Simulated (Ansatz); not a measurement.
**BGePH+ (quintet): the correlation ladder, cc-pVDZ**

One table from this session's results is given with a row withheld; the runs are named, their logs left out.

Method: cc-pVDZ, core rule «outside noble gas», up to 20 orbitals frozen; program: Ansatz 0.2.0, Gaussian basis.

The runs, in order: UHF; CCSD(T) on ROHF; CCSD(T) on UHF; BCCD(T) on ROHF; CISD; CCSDT(Q) on ROHF; CCSDT(Q) on UHF.

25 further runs of the same task are left out: 16 that didn't finish, 9 set aside as unsound or not needed.

**The system**

The geometry is a PBE0/def2-TZVP stationary point (not a proven minimum) of the parent state, kept for this charge and spin. No spin-orbit coupling is included. The filled d shell of Ge may be among the frozen orbitals whatever the setting's name suggests; the logs give the count.

4 atoms, charge 1, spin multiplicity 5.

Atoms are counted from 1 here; the program's logs count them from 0.

Bond lengths: Ge1–B2 1.958 Å, B2–P3 1.912 Å, P3–H4 1.427 Å. Angles: Ge1–B2–P3 175.8°, B2–P3–H4 93.8°.

The first run:

Input file in.yaml:

```yaml
crystal:
  periodic: [false, false, false]
  atoms:
    - {symbol: Ge, position_ang: [0.000003, -0.311368, 2.468469]}
    - {symbol: B, position_ang: [-0.000013, -0.288606, 0.510326]}
    - {symbol: P, position_ang: [0.000004, -0.407523, -1.397882]}
    - {symbol: H, position_ang: [0.000006, 1.007498, -1.580913]}
basis:
  gaussian: {orbitals: cc-pVDZ}
total_charge: 1
magnetization: {spin_polarized: true, initial_magnetization: 4}
hamiltonian: {xc: hf}
output: {orbitals: {seedname: orbitals}}
```

Command:

```console
> ansatz run in.yaml --threads 1 --pin off --events-out ev --progress --plain --max-ram 2393MiB
```

Among the steps run: UHF; CCSD(T) on ROHF; CCSD(T) on UHF; BCCD(T) on ROHF; CISD; CCSDT(Q) on ROHF; CCSDT(Q) on UHF.

One of the session's tables, all rows but one given; the rest of the session is left out.

| method | from RCCSDT(Q) (meV) |
| --- | --- |
| ROHF | +7082.0 |
| UHF | +6926.8 |
| RMP2 | +1544.2 |
| UMP2 | +1546.2 |
| CISD | +1031.3 |
| RCCSD | +426.4 |
| UCCSD | +406.5 |
| RCCSD(T) | +99.0 |
| UCCSD(T) | +85.8 |
| BCCD(T) | +91.7 |
| RCCSDT | ? |
| UCCSDT | +14.7 |
| RCCSDT(Q) | 0 |
| UCCSDT(Q) | -15.1 |

Estimate the missing values for RCCSDT.

As computed: from RCCSDT(Q) (meV): +28.1. In the column «from RCCSDT(Q) (meV)» it lies between UCCSDT (+14.7) and UCCSD(T) (+85.8).

To keep in mind: Restricted and unrestricted rows rest on different reference determinants; where their highest levels disagree by more than a few hundredths of an eV, they describe different states and don't form one ladder.
